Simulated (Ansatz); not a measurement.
# [SnH3]− (SMILES [H][Sn-]([H])[H]) at 6 levels

Wanted: a comparison of 6 runs (B3LYP/STO-3G, PBE0/STO-3G, UPBE/STO-3G, r2SCAN0/STO-3G, RPA@PBE/STO-3G, UCCSD(T)/STO-3G) of [SnH3]−. 

The calculation is run with Ansatz 0.2.0.

1 further run of the same task is left out (set aside as unsound or not needed).

### Step 1. The system as given

[SnH3]− has 4 atoms, charge -1, and is taken as a singlet. SMILES: `[H][Sn-]([H])[H]`. The H4–Sn1 distance was set to 2.923 Å, away from the relaxed value. At this shape a bond of the SMILES string is far longer than usual.

Bond lengths: Sn1–H2 1.948 Å, Sn1–H3 1.948 Å. Angles: H2–Sn1–H3 93.3°.

### Step 2. A single-point energy at B3LYP/STO-3G (run 1)

Contents of molecule.yaml:

```yaml
crystal:
  periodic: [false, false, false]
  atoms:
    - {symbol: Sn, position_ang: [0.412690, 0.710897, 1.317297]}
    - {symbol: H, position_ang: [2.056860, 0.671567, 0.273977]}
    - {symbol: H, position_ang: [-0.367790, 2.137677, 0.245217]}
    - {symbol: H, position_ang: [-0.844540, -1.404640, -0.259610]}
basis:
  gaussian:
    orbitals: STO-3G
total_charge: -1
hamiltonian:
  xc: {name: B3LYP}
accuracy: high
```

Command:

```console
$ ansatz run molecule.yaml --threads 1 --pin off --max-ram 2610MiB --events-out events.jsonl --progress --plain --runs-dir runs
```

The program printed:

```text
Warning: RAYON_NUM_THREADS=1 ignored (pool sized by the plan → 1); use --threads N
Functional definition: B3LYP
  name "B3LYP"
  parameter a0 = 0.2
  parameter ax = 0.72
  parameter ac = 0.81
  exchange = (1 - a0 - ax)*slater_x + ax*b88_x + a0*exact_x
  correlation = (1 - ac)*vwn_rpa_c + ac*lyp_c
516 factors; integrals over basis functions are off by at most 4.1e-9 eV
mean field evaluation 1: about -162362.0974 eV, gradient 1.5e1 eV
mean field evaluation 2: about -162349.9482 eV, gradient 2.8e1 eV
mean field evaluation 4: about -162365.0593 eV, gradient 3.3e0 eV
mean field evaluation 8: about -162365.1184 eV, gradient 1.7e0 eV
mean field evaluation 16: about -162365.0853 eV, gradient 3.9e-4 eV
mean field -162365.08534577 eV, -5966.8068314495 hartree, gradient 2.7e-9 eV, S^2 0.000000; 0 other end points of the search recorded, 0 dependent functions left out
reference -162365.08537358 eV, -5966.8068324714 hartree; 27, 27 occupied and 3, 3 virtual orbitals, 516 factors
Total energy: -162365.08537358 eV, -5966.8068324714 hartree
```

It took 0.71 s on 1 thread of AMD EPYC 9R45 (Zen 5), shared host; peak memory 0.12 GiB.

### Step 3. A single-point energy at PBE0/STO-3G (run 2)

Contents of in.yaml:

```yaml
basis:
  gaussian: {orbitals: STO-3G}
crystal:
  periodic: [false, false, false]
  atoms:
    - symbol: Sn
      position_ang: [0.412690, 0.710897, 1.317297]
    - symbol: H
      position_ang: [2.056860, 0.671567, 0.273977]
    - symbol: H
      position_ang: [-0.367790, 2.137677, 0.245217]
    - symbol: H
      position_ang: [-0.844540, -1.404640, -0.259610]
total_charge: -1
hamiltonian: {xc: pbe0}
accuracy: high
```

Command:

```console
$ ansatz run in.yaml --threads 1 --pin off --max-ram 2610MiB --events-out events.jsonl --progress --plain --runs-dir runs
```

The program printed:

```text
Warning: RAYON_NUM_THREADS=1 ignored (pool sized by the plan → 1); use --threads N
Functional definition: PBE0
  name "PBE0"
  parameter a = 0.25
  parameter kappa = 0.804
  parameter beta = 0.06672455060314922
  exchange = (1 - a)*pbe_x(kappa = kappa, mu = beta*pi^2/3) + a*exact_x
  correlation = pbe_c(beta = beta)
516 factors; integrals over basis functions are off by at most 4.1e-9 eV
mean field evaluation 1: about -162354.2146 eV, gradient 1.4e1 eV
mean field evaluation 2: about -162343.3583 eV, gradient 2.8e1 eV
mean field evaluation 4: about -162357.0085 eV, gradient 1.7e0 eV
mean field evaluation 8: about -162357.0311 eV, gradient 1.3e-1 eV
mean field evaluation 16: about -162356.9790 eV, gradient 2.7e-5 eV
mean field -162356.97898339 eV, -5966.5089281267 hartree, gradient 3.7e-8 eV, S^2 0.000000; 0 other end points of the search recorded, 0 dependent functions left out
reference -162356.97898478 eV, -5966.5089281779 hartree; 27, 27 occupied and 3, 3 virtual orbitals, 516 factors
Total energy: -162356.97898478 eV, -5966.5089281779 hartree
```

Run time: 0.62 s. Hardware: 1 thread of AMD EPYC 9R45 (Zen 5), shared host; peak memory 0.12 GiB.

Runs 3 to 4 aren't shown in full; the table further down has their settings and results.

### Step 4. The energy at RPA@PBE/STO-3G (run 5)

molecule.yaml: that of step 2 with these lines changed.

```diff
@@ -8,7 +8,6 @@
 basis:
-  gaussian:
-    orbitals: STO-3G
+  gaussian: {orbitals: STO-3G}
 total_charge: -1
-hamiltonian:
-  xc: {name: B3LYP}
+hamiltonian: {xc: {name: PBE}}
+correlation: {method: rpa, frozen_orbitals: {H: 0, Sn: 18}}
 accuracy: high
```

Command:

```console
$ ansatz run molecule.yaml --threads 1 --pin off --max-ram 2610MiB --events-out events.jsonl --progress --plain --runs-dir runs
```

The program printed:

```text
Warning: RAYON_NUM_THREADS=1 ignored (pool sized by the plan → 1); use --threads N
Functional definition: PBE
  name "PBE"
[... 2 set-up lines as earlier in the session ...]
  exchange = pbe_x(kappa = kappa, mu = beta*pi^2/3)
[... 1 set-up line as earlier in the session ...]
516 factors; integrals over basis functions are off by at most 4.1e-9 eV
mean field evaluation 1: about -162344.9577 eV, gradient 1.6e1 eV
mean field evaluation 2: about -162344.9117 eV, gradient 1.6e1 eV
mean field evaluation 4: about -162347.6078 eV, gradient 9.5e0 eV
mean field evaluation 8: about -162347.6092 eV, gradient 9.5e0 eV
mean field evaluation 16: about -162348.3290 eV, gradient 1.3e-7 eV
mean field -162348.32901254 eV, -5966.1910475611 hartree, gradient 1.5e-8 eV, S^2 0.000000; 0 other end points of the search recorded, 0 dependent functions left out
18 core orbitals not correlated: weight in the atoms' cores, before any rotation towards them, 1.000 or more for the frozen orbitals, at most 0.000 for the correlated occupied ones
reference -162305.64169333 eV, -5964.6223175145 hartree; 9, 9 occupied and 3, 3 virtual orbitals, 516 factors
Total energy: -162310.10822094 eV, -5964.7864593768 hartree
```

Wall time 0.86 s (1 thread of AMD EPYC 9R45 (Zen 5), shared host); peak memory 0.12 GiB.

### Step 5. The energy at UCCSD(T)/STO-3G (run 6)

Contents of molecule.yaml:

```yaml
crystal:
  periodic: [false, false, false]
  atoms:
    - symbol: Sn
      position_ang: [0.412690, 0.710897, 1.317297]
    - symbol: H
      position_ang: [2.056860, 0.671567, 0.273977]
    - symbol: H
      position_ang: [-0.367790, 2.137677, 0.245217]
    - symbol: H
      position_ang: [-0.844540, -1.404640, -0.259610]
basis:
  gaussian:
    orbitals: STO-3G
total_charge: -1
accuracy: high
correlation:
  method: ccsd_t
  frozen_orbitals: {H: 0, Sn: 18}
scf:
  omitted_lower_state_checks: [cluster_reference, increment]
magnetization:
  spin_polarized: true
```

Command:

```console
$ ansatz run molecule.yaml --threads 1 --pin off --max-ram 2610MiB --events-out events.jsonl --progress --plain --runs-dir runs
```

The program printed:

```text
Warning: RAYON_NUM_THREADS=1 ignored (pool sized by the plan → 1); use --threads N
[... 13 lines left out ...]
18 core orbitals not correlated: weight in the atoms' cores, before any rotation towards them, 1.000 or more for the frozen orbitals, at most 0.000 for the correlated occupied ones
[... 40 lines left out ...]
Total energy: -162308.93294468 eV, -5964.7432687710 hartree
Checks for a lower state left out: cluster_reference, increment
```

Run time: 0.58 s. Hardware: 1 thread of AMD EPYC 9R45 (Zen 5), shared host.

### Step 6. The series

```csv
run,level,frozen core orbitals,energy (Eh),wall time
1,B3LYP/STO-3G,–,-5966.806832,0.71 s
2,PBE0/STO-3G,–,-5966.508928,0.62 s
3,UPBE/STO-3G,–,-5966.191048,0.98 s
4,r2SCAN0/STO-3G,–,-5967.078163,1.3 s
5,RPA@PBE/STO-3G,18,-5964.786459,0.86 s
6,UCCSD(T)/STO-3G,18,-5964.743269,0.58 s
```

### Step 7. Outcome

| quantity | value |
| --- | --- |
| run 6: total energy | -5964.74327 Eh |
| run 6: correlation energy (18 core orbitals frozen) | -66.5 mEh |
| run 6: (T) correction | -0.71 mEh |
| run 6: ⟨S²⟩ of the reference determinant | 0.787 |
| run 6: T1 diagnostic | 0.070 |

In words: Totals of different functionals can't be ranked against each other. In runs 1, 2, 3, 4, 5, 6 the basis is minimal, so the values are rough. In runs 1, 2, 3, 4, 5, 6 relativity is left out where basis or elements ask for it. Spin contamination of the reference: run 6 ⟨S²⟩ = 0.79. Where it is this large, the reference is a mixture of spin states, and values that rest on it are in doubt. All runs together took 5 s, the longest 1.3 s.
